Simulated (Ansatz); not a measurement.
# ZrH3 (Pm-3m): frozen displacement of one atom in Python

The task is a frozen displacement of one atom, for ZrH3 (Pm-3m).

All numbers are computed with Ansatz 0.2.0 through its Python package. Level of theory: DFT PBEsol+D3(BJ), plane waves, norm-conserving potentials.

**1. The structure**

Symmetry: Pm-3m, No. 221, cubic system. Conventional cell: a = 3.126 Å, b = 3.126 Å, c = 3.126 Å, α = 90.00°, β = 90.00°, γ = 90.00°. Around Zr (site symmetry m-3m) lie 12 H at 2.21 Å. H (site symmetry 4/mmm) has 4 Zr at 2.21 Å and 8 H at 2.21 Å as nearest neighbours.

No structure file is read: the coordinates are typed or built in the script.

**2. Script**

push_zrh3.py reads:

```python
# -*- coding: utf-8 -*-
'''Frozen displacement of one atom in ZrH3.'''

import argparse
import warnings

import ansatz as az
import numpy as np

parser = argparse.ArgumentParser(description='Frozen displacement of one atom in ZrH3.')
parser.add_argument('--xc', required=True, help='exchange-correlation functional')
parser.add_argument('--vdw', default='D3(BJ)', help='dispersion correction')
parser.add_argument('--filling', required=True, help='how the bands are filled')
parser.add_argument('--width-ev', type=float, required=True, help='smearing width (eV)')
parser.add_argument('--max-iterations', type=int, default=100, help='most SCF iterations')
args = parser.parse_args()

warnings.simplefilter('ignore', az.DeckWarning)

vectors = np.array([
    [3.126038, 0.0, 0.0],
    [0.0, 3.126038, 0.0],
    [0.0, 0.0, 3.126038],
])
crystal = (
    az.Lattice.of(vectors)
    .atom('Zr', (0.0, 0.0, 0.0))
    .atom('H', (0.0, 0.5, 0.5))
    .atom('H', (0.5, 0.0, 0.5))
    .atom('H', (0.5, 0.5, 0.0))
)

inverse = np.linalg.inv(np.array(crystal.lattice.vectors))
home = np.array(crystal.sites[1].position)
values = np.linspace(-0.05, 0.05, 5)
energies, pulls = [], []
for shift in values:
    moved = crystal.move(1, to=home + shift * inverse[1])
    setup = (
        moved.calculation()
        .functional(args.xc, dispersion=args.vdw)
        .pseudopotentials('nc')
        .kpoints(9, center='gamma')  # sampling of the Brillouin zone
        .occupations(args.filling, width=args.width_ev)  # smearing steadies the SCF of a metal
        .scf(max_iterations=args.max_iterations)
        .forces()  # minus the gradient of the free energy
    )
    data = setup.run().report
    energies.append(data['free_energy_ev'])
    pulls.append(data['forces_ev_ang'][1][1])

# the force is minus the slope of the free energy
print('shift (A)   dE (eV)   force along y (eV/A)')
for shift, e, f in zip(values, energies, pulls):
    print(f'{shift:8.3f} {e - energies[2]:10.5f} {f:12.4f}')
print(f'stiffness from energies {2 * np.polyfit(values, energies, 2)[0]:.3f}, from forces {-np.polyfit(values, pulls, 1)[0]:.3f} eV/A^2')
```

**3. The calls as engine input**

The engine receives this input (first run):

```yaml
crystal:
  lattice:
    - [3.126038, 0.0, 0.0]
    - [0.0, 3.126038, 0.0]
    - [0.0, 0.0, 3.126038]
  atoms:
    - { symbol: Zr, position: [0.0, 0.0, 0.0] }
    - { symbol: H, position: [0.0, 0.4840053127953019, 0.5] }
    - { symbol: H, position: [0.5, 0.0, 0.5] }
    - { symbol: H, position: [0.5, 0.5, 0.0] }
kpoints:
  mp_grid:
    grid: [9, 9, 9]
    shift: [0.0, 0.0, 0.0]
hamiltonian:
  xc: pbesol
  dispersion: d3bj
  pseudopotentials:
    kind: nc
scf:
  max_iter: 100
  occupations:
    method: fermi_dirac
    width: 0.15
output:
  forces: true
```

**4. Launch**

The run is started by

```sh
python push_zrh3.py --xc pbesol --filling fermi_dirac --width-ev 0.15
```

**Question.** How stiff is this displacement, and do energies and forces agree?

**Answer**, as computed:

| quantity | value |
| --- | --- |
| runs compared | 5 |
| range of energy | 0.81 meV/atom |
| lowest point, shift of atom 2 from run 1 (Å) | 0.050 |

The curvature of the energy gives 2.602 eV/Å² and the slope of the force 2.603 eV/Å², a positive curvature. What to keep in mind:
- The mesh is modest for a metal, so energies can be off by several to tens of meV an atom and pressures by half a GPa or more; differences at equal mesh fare better.
- In a metal a curvature from energy changes of a few meV or less hangs on mesh and smearing, in size and even in sign.
- This cell is a computed structure, which may not be the phase found in nature.
- All periodic images of the atom move with it, so the curvature is one diagonal element of the zone-centre force constants and no normal mode; a positive value doesn't exclude soft modes in which several atoms move.
